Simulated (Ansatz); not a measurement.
## Br2: the interaction energy of a dimer with the counterpoise correction, step by step

Program: Ansatz's Python interface.

Notebook, run cell by cell (the value of a cell's last expression is shown):

**Cell 1**
```python
import ansatz as az
import numpy as np
```

**Cell 2**
```python
FIRST = [
    ("Br", (0.9731, -0.3254, 0.4986)),
    ("Br", (-0.9731, 0.3254, -0.4986)),
]
SECOND = [
    ("Br", (-3.7191, -0.9818, 2.2282)),
    ("Br", (-2.6503, 0.967, 2.7435)),
]
```

**Cell 3**
```python
def energy(atoms, ghosts=()):
    molecule = az.Crystal.molecule()
    for symbol, xyz in atoms:
        molecule = molecule.atom(symbol, xyz)
    calc = (
        molecule.calculation()
        .basis(gaussian="def2-SVP")
        .functional("r2scan")
    )
    deck = calc.input()
    if ghosts:
        deck = deck.set(az.key.basis.gaussian.ghost_atoms, [{"symbol": s, "position_ang": list(xyz)} for s, xyz in ghosts])
    return az.Session.from_dict(deck).plan().execute().report["free_energy_ev"]
```

**Cell 4**
```python
# ghost atoms carry the functions of the partner
direction = np.array([-0.7883, -0.0018, 0.6153])
print("shift (A)   counterpoise-corrected interaction (kcal/mol)")
for shift in (-0.3, 0.0, 0.4, 1.0, 2.0):
    moved = [(s, tuple(np.round(np.array(xyz) + shift * direction, 4))) for s, xyz in SECOND]
    gain = energy(FIRST + moved) - energy(FIRST, moved) - energy(moved, FIRST)
    print(f"{shift:8.2f} {23.060548 * gain:14.3f}")
```
Output:
```text
shift (A)   counterpoise-corrected interaction (kcal/mol)
   -0.30          1.725
    0.00          0.276
    0.40         -0.127
    1.00         -0.058
    2.00          0.002
```

What to keep in mind:
- The dimer is a generated trial pose of unrelaxed monomers, not a minimum, so the figure is no binding energy, and the basis set is small.
- This level lacks the dispersion part of the attraction (electrostatics and induction are there), which can decide the sign where the interaction is weak.
- The whole script took 45 s on 1 thread of Intel(R) Xeon(R) 6975P-C (Granite Rapids), on a shared host, peak memory 0.28 GiB.

(Lines on the test bed's own set-up are left out of the output.)
